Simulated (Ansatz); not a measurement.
# BGeNH (doublet): wave-function methods side by side at a displaced geometry (v1), cc-pVDZ

How much of the correlation energy of BGeNH (doublet) does each wave-function method recover here?

Program: Ansatz 0.2.0, Gaussian basis. Level of theory: cc-pVDZ, core rule «outside noble gas», up to 16 orbitals frozen. These are calculated values, not measurements.

The runs, in order: UHF; CCSD(T) on ROHF; CCSD(T) on UHF; BCCD(T) on ROHF; CISD; CCSDT(Q) on ROHF; CCSDT(Q) on UHF; CASSCF and MRCISD+Q, 9 electrons in 9 orbitals; CASSCF and NEVPT2, 9 electrons in 9 orbitals.

21 further runs of the same task are left out: 9 that didn't finish, 12 set aside as unsound or not needed.

### Step 1. The geometry

The geometry is a PBE0/def2-TZVP stationary point (not a proven minimum) with its atoms shifted at random (size 0.040 Å). No spin-orbit coupling is included. The filled d shell of Ge may be among the frozen orbitals whatever the setting's name suggests; the logs give the count.

4 atoms, charge 0, spin multiplicity 2.

Atoms are counted from 1 here; the program's logs count them from 0.

Bond lengths: Ge1–B2 2.225 Å, Ge1–N3 1.880 Å, B2–N3 1.243 Å, B2–H4 1.186 Å. Angles: B2–Ge1–N3 33.9°, Ge1–B2–N3 57.6°, Ge1–B2–H4 141.0°, N3–B2–H4 161.4°, Ge1–N3–B2 88.4°.

### Step 2. UHF

in.yaml

```yaml
crystal:
  periodic: [false, false, false]
  atoms:
    - {symbol: Ge, position_ang: [-0.006043, 0.055374, 0.515040]}
    - {symbol: B, position_ang: [-0.006876, 0.431009, -1.677850]}
    - {symbol: N, position_ang: [0.041088, -0.714893, -1.198979]}
    - {symbol: H, position_ang: [-0.061689, 1.320800, -2.460029]}
basis:
  gaussian: {orbitals: cc-pVDZ}
magnetization: {spin_polarized: true, initial_magnetization: 1}
hamiltonian: {xc: hf}
output: {orbitals: {seedname: orbitals}}
```

Launch:

```console
$ ansatz run in.yaml --threads 1 --pin off --events-out ev --progress --plain --max-ram 2393MiB
```

After this run come: CCSD(T) on ROHF; CCSD(T) on UHF; BCCD(T) on ROHF; CISD; CCSDT(Q) on ROHF; CCSDT(Q) on UHF; CASSCF and MRCISD+Q, 9 electrons in 9 orbitals; CASSCF and NEVPT2, 9 electrons in 9 orbitals.

Before running them: what should the planned runs give, taken together? Wanted: UCCSDT(Q) below the RHF energy; RMP2 from UCCSDT(Q); UMP2 from UCCSDT(Q); RCCSD from UCCSDT(Q); RCCSD(T) from UCCSDT(Q); UCCSD(T) from UCCSDT(Q); RCCSDT(Q) from UCCSDT(Q); MRCISD+Q frontier from UCCSDT(Q); T1 diagnostic.

**Answer**, as computed:

| quantity | value |
| --- | --- |
| UCCSDT(Q) below the RHF energy | -9.3286 eV |
| RMP2 from UCCSDT(Q) | +1007.1 meV |
| UMP2 from UCCSDT(Q) | +1035.9 meV |
| RCCSD from UCCSDT(Q) | +455.7 meV |
| RCCSD(T) from UCCSDT(Q) | +59.8 meV |
| UCCSD(T) from UCCSDT(Q) | +59.2 meV |
| RCCSDT(Q) from UCCSDT(Q) | +5.5 meV |
| MRCISD+Q frontier from UCCSDT(Q) | +106.4 meV |
| levels within 1 kcal/mol (43 meV) | RCCSDT, UCCSDT, RCCSDT(Q) |
| T1 diagnostic | 0.025 |

What this shows: RCCSD(T) misses by +59.8 meV, 0.6 % of the correlation energy. These misses are within one basis, not against nature; the frozen cores of restricted and unrestricted runs differ, which can shift their rows.
